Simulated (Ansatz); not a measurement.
**C₂H₄ClI: up Jacob's ladder to CCSD(T)**

An exercise on one series of results from a longer session: the logs are not shown, and one member is left open.

Program: Ansatz 0.2.0, Gaussian basis. Level of theory: functionals in def2-TZVPP, the program's frozen cores in correlated methods. These are calculated values, not measurements.

The runs, in order: LDA (SPW92), PBE-D4, revPBE-D4, BLYP-D4, r2SCAN-D4, B97M-V, PBE0-D4, B3LYP-D4, r2SCANh-D4, r2SCAN0-D4, HSE06-D4, BHLYP-D4, CAM-B3LYP-D4, LC-ωPBE, ωB97X-V, ωB97M-V, B2PLYP, PBE-QIDH; CCSD(T)/def2-SVP; CCSD(T)/def2-TZVPP; MP2/def2-QZVPP; extrapolation to the limit; RPA on PBE.

1 further run of the same task is left out (for a known fault of the program).

### The relaxed structure

All runs share one geometry, relaxed beforehand with PBE0-D4 in a triple-zeta def2 set. I takes the def2 core potential; no spin-orbit term is included.

SMILES `ClCCI`, 8 atoms, charge 0, spin multiplicity 1.

Atoms are counted from 1 here; the program's logs count them from 0.

Bond lengths: Cl1–C2 1.776 Å, C2–C3 1.503 Å, C2–H5 1.089 Å, C2–H6 1.092 Å, C3–I4 2.138 Å, C3–H7 1.088 Å, C3–H8 1.089 Å. Angles: Cl1–C2–C3 112.8°, Cl1–C2–H5 107.3°, Cl1–C2–H6 106.5°, C3–C2–H5 111.9°, C3–C2–H6 109.1°, H5–C2–H6 109.0°, C2–C3–I4 113.4°, C2–C3–H7 111.9°, C2–C3–H8 110.0°, I4–C3–H7 106.1°, I4–C3–H8 105.4°, H7–C3–H8 109.7°.

The first run:

in.yaml

```yaml
crystal:
  periodic: [false, false, false]
  atoms:
    - {symbol: Cl, position_ang: [-1.741618, 1.038420, 0.521662]}
    - {symbol: C, position_ang: [-0.012172, 0.740933, 0.247038]}
    - {symbol: C, position_ang: [0.289345, -0.699098, -0.058190]}
    - {symbol: I, position_ang: [-0.486392, -1.347397, -1.942535]}
    - {symbol: H, position_ang: [0.307013, 1.401398, -0.557943]}
    - {symbol: H, position_ang: [0.502515, 1.027561, 1.166918]}
    - {symbol: H, position_ang: [-0.133094, -1.368722, 0.687474]}
    - {symbol: H, position_ang: [1.366502, -0.850095, -0.120323]}
basis:
  gaussian: {orbitals: def2-TZVPP}
hamiltonian: {xc: lda}
output: {orbitals: {seedname: orbitals}}
```

Command:

```sh
$ ansatz run in.yaml --threads 4 --pin off --events-out ev --progress --plain --max-ram 10444MiB
```

Among the steps run: LDA; PBE-D4 (GGA); revPBE-D4 (GGA); BLYP-D4 (GGA); r2SCAN-D4 (meta-GGA); B97M-V (meta-GGA); B3LYP-D4 (hybrid); r2SCANh-D4 (hybrid); r2SCAN0-D4 (hybrid); HSE06-D4 (hybrid); BHLYP-D4 (hybrid); CAM-B3LYP-D4 (range-separated); LC-ωPBE (range-separated); ωB97X-V (range-separated); ωB97M-V (range-separated); B2PLYP (double hybrid); PBE-QIDH (double hybrid).

One of the session's tables, all rows but one given; the rest of the session is left out.

It belongs to the step «Orbital energies across the functionals». 

```
  functional  HOMO (eV)  gap (eV)
 LDA (SPW92)      -6.35      4.29
      PBE-D4      -6.20      4.34
   revPBE-D4      -6.15      4.37
     BLYP-D4      -6.02      4.27
   r2SCAN-D4      -6.48      4.83
      B97M-V      -6.50      4.90
     PBE0-D4          ?         ?
    B3LYP-D4      -7.11      5.92
  r2SCANh-D4      -6.91      5.59
  r2SCAN0-D4      -7.54      6.72
    HSE06-D4      -6.97      5.64
    BHLYP-D4      -8.34      8.36
CAM-B3LYP-D4      -8.63      8.74
     LC-ωPBE     -10.00     11.30
     ωB97X-V      -9.66     10.82
     ωB97M-V      -9.53     10.53
```

Estimate the missing values for PBE0-D4.

**Answer.** HOMO (eV): -7.36; gap (eV): 6.42. In the column «HOMO (eV)» it lies between r2SCAN0-D4 (-7.54) and B3LYP-D4 (-7.11).
